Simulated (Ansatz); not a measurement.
Predict the output of the script below (the Python package of Ansatz (0.2.0)).

The script, `run_bend.py`:
```python
import ansatz as az
from ase import Atoms

atoms = Atoms(["O", "Ag", "H"], positions=[
    (-0.2228, -0.0747, -0.1385),
    (1.3735, -0.1767, 0.7353),
    (-1.1617, 0.1866, -0.6101),
])

first = (
    az.Crystal.molecule_from_ase(atoms).calculation()
    .basis(gaussian="def2-TZVP")
    .accuracy("medium")
    .functional("pbe0")
    .relax(force_tolerance=0.02, max_steps=80)
)
atoms.positions = first.run().report["positions_ang"]

rows = []
for angle in [90, 100, 110, 120, 135, 150, 165, 179]:
    bent = atoms.copy()
    bent.set_angle(2, 0, 1, angle, indices=[1])
    base = (
        az.Crystal.molecule_from_ase(bent).calculation()
        .basis(gaussian="def2-TZVP")
        .correlation("ccsd_t")
        .accuracy("medium")
    )
    rows.append((angle, base.run().report["free_energy_ev"]))
floor = min(e for _, e in rows)
for angle, e in rows:
    print(f"angle H2-O0-Ag1 = {angle:3d} deg   {1000 * (e - floor):9.1f} meV")
```

```console
$ python run_bend.py
angle H2-O0-Ag1 =  90 deg       110.1 meV
angle H2-O0-Ag1 = 100 deg        21.7 meV
angle H2-O0-Ag1 = 110 deg         0.0 meV
angle H2-O0-Ag1 = 120 deg        33.1 meV
angle H2-O0-Ag1 = 135 deg       155.9 meV
angle H2-O0-Ag1 = 150 deg       318.8 meV
angle H2-O0-Ag1 = 165 deg       459.6 meV
angle H2-O0-Ag1 = 179 deg       516.0 meV
```

Caveats:
- These settings explore the input space; basis and method may be short of convergence.
- The scan is rigid, and the energies are electronic, in a modest basis. The zero is the lowest point of the grid, which needn't be the minimum.
- def2 sets replace the cores of elements past krypton by effective core potentials.
- The start is relaxed with a density functional and scanned with the wavefunction method, so it isn't exactly that method's minimum.
- Hardware and time: 44 s on 1 thread of Arm Neoverse V1, with other jobs on the host, peak memory 0.3 GiB.
